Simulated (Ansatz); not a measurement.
This script makes relaxations under a series of pressures of Sn, space group I4_1/amd with Ansatz 0.2.0, Python API.

`compress_sn.py`:
```python
"""Volume and enthalpy of Sn against pressure."""

import ansatz as az
import numpy as np
import pandas as pd

def edges_and_angles(cell):
    cell = np.asarray(cell)
    a, b, c = np.linalg.norm(cell, axis=1)
    cosines = cell[1] @ cell[2] / (b * c), cell[0] @ cell[2] / (a * c), cell[0] @ cell[1] / (a * b)
    return (a, b, c, *np.degrees(np.arccos(cosines)))

vectors = np.array([
    [-2.91964, 2.91964, 1.5938],
    [2.91964, -2.91964, 1.5938],
    [2.91964, 2.91964, -1.5938],
])
system = (
    az.Lattice.of(vectors)
    .atom("Sn", (0.0, 0.0, 0.0))
    .atom("Sn", (0.75, 0.25, 0.5))
)

setup = (
    system.calculation()
    .functional("pbe")
    .basis(550)
    .kpoints(mesh=(10, 10, 10))
    .occupations(az.OccupationsMethod.FERMI_DIRAC)
)

# H = F + PV, with 1 GPa A^3 = 1/160.21766 eV
rows = []
for pressure in [0, 10, 20, 30, 40]:
    out = setup.relax(cell=True, pressure=pressure, force_tolerance=0.01, max_steps=60).run(threads=1, backend="cpu")
    cell = out.lattice.cell_ang
    n_atoms = len(out.lattice.sites)
    volume = abs(np.linalg.det(cell)) / n_atoms
    enthalpy = out.report["free_energy_ev"] / n_atoms + pressure * volume / 160.21766
    rows.append((pressure, volume, enthalpy, *edges_and_angles(cell)))
    print(f"{pressure} GPa done: {volume:.4f} A^3/atom")

table = pd.DataFrame(rows, columns=["P_GPa", "V_A3_atom", "H_eV_atom", "a", "b", "c", "alpha", "beta", "gamma"])
print(table.round(4).to_string(index=False))
p, v = np.array([row[0] for row in rows], float), np.array([row[1] for row in rows])
print("mean bulk modulus between rows (GPa):", np.round(-np.diff(p) / np.diff(np.log(v)), 1))
```

From its runs, with one value withheld:

| P (GPa) | relaxed V (Å³/atom) |
| --- | --- |
| 0 | 28.452 |
| 10 | 24.533 |
| 20 | 22.427 |
| 30 | ? |
| 40 | 19.931 |

What volume does the cell relax to at 30 GPa?

Murnaghan's form V = V0 (1 + B' P / B0)^(-1/B') through the 4 rows shown gives V0 = 28.452 Å³, B0 = 49.0 GPa and B' = 4.16, and so 20.989 Å³ an atom at 30 GPa. The run gave 21.004 Å³, 0.07 % away.

Notes:
- At a fixed pressure a relaxation lowers the enthalpy F + PV, while F alone can rise.
- Symmetry holds the cell in this phase, whether or not it is the stable one at each pressure.
- Processor time in the engine: 2.5 min on 1 thread of Intel(R) Xeon(R) Processor @ 2.30GHz, on a shared host, peak memory 0.7 GiB.
